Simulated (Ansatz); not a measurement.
# C: the cost of one run

Program: Ansatz 0.2.0. Level of theory: DFT r2SCAN, scalar-relativistic, plane waves, PAW. These are calculated values, not measurements.

2 further runs of the same task are left out: 2 set aside as unsound or not needed. Runs told in other sessions of the task aren't counted.

## (1) Starting point

Symmetry: P6/mmm, No. 191, hexagonal system. Conventional cell: a = 4.824 Å, b = 4.824 Å, c = 4.155 Å, α = 90.00°, β = 90.00°, γ = 120.00°. C (site symmetry 3m) has 4 C at 1.53 to 1.54 Å in its first shell of neighbours. C (site symmetry 2mm) is surrounded by 1 C at 1.32 Å.

Coordinates:

```
CELL_PARAMETERS angstrom
4.82421 0.00000 0.00000
-2.41211 4.17789 0.00000
0.00000 0.00000 4.15465
ATOMIC_POSITIONS crystal
C 0.66667 0.33333 0.18394
C 0.33333 0.66667 0.18394
C 0.66667 0.33333 0.81606
C 0.33333 0.66667 0.81606
C 0.50000 0.50000 0.34073
C 0.00000 0.50000 0.34073
C 0.50000 0.00000 0.34073
C 0.50000 0.50000 0.65927
C 0.50000 0.00000 0.65927
C 0.00000 0.50000 0.65927
```

This cell was relaxed beforehand with the same method: volume 8.37 Å³/atom, gap on the mesh none (metal).

## (2) Point at V/V0 = 0.97

Input file input.yaml:

```yaml
crystal:
  lattice:
    - [4.7754801643, 0.0, 0.0]
    - [-2.3877400822, 4.1356871376, 0.0]
    - [0.0, 0.0, 4.1126763798]
  atoms:
    - { symbol: C, position: [0.6666666667, 0.3333333333, 0.183939333] }
    - { symbol: C, position: [0.3333333333, 0.6666666667, 0.183939333] }
    - { symbol: C, position: [0.6666666667, 0.3333333333, 0.816060667] }
    - { symbol: C, position: [0.3333333333, 0.6666666667, 0.816060667] }
    - { symbol: C, position: [0.5, 0.5, 0.340729162] }
    - { symbol: C, position: [0.0, 0.5, 0.340729162] }
    - { symbol: C, position: [0.5, 0.0, 0.340729162] }
    - { symbol: C, position: [0.5, 0.5, 0.659270838] }
    - { symbol: C, position: [0.5, 0.0, 0.659270838] }
    - { symbol: C, position: [0.0, 0.5, 0.659270838] }
basis:
  ecutwfc: 500
kpoints:
  mp_grid: { grid: [12, 12, 8] }
hamiltonian:
  xc: r2scan
scf:
  occupations: { method: gaussian, width: 0.1 }
output:
  forces: true
  stress: true
  eigenvalues: true
relax:
  adjacent_minimum: "off"
  f_tol: 0.01
  max_steps: 30
  cell: { stress_tol: 0.1, fix: [volume] }
```

Command:

```
$ ansatz run input.yaml --threads 2 --pin off --max-ram 5120MiB --backend cpu --events-out ev --progress --plain --runs-dir out
```

Q: Estimate wall time and peak memory on 2 threads of Arm Neoverse V2, shared host.

About 71 s, with a peak of 0.65 GiB.
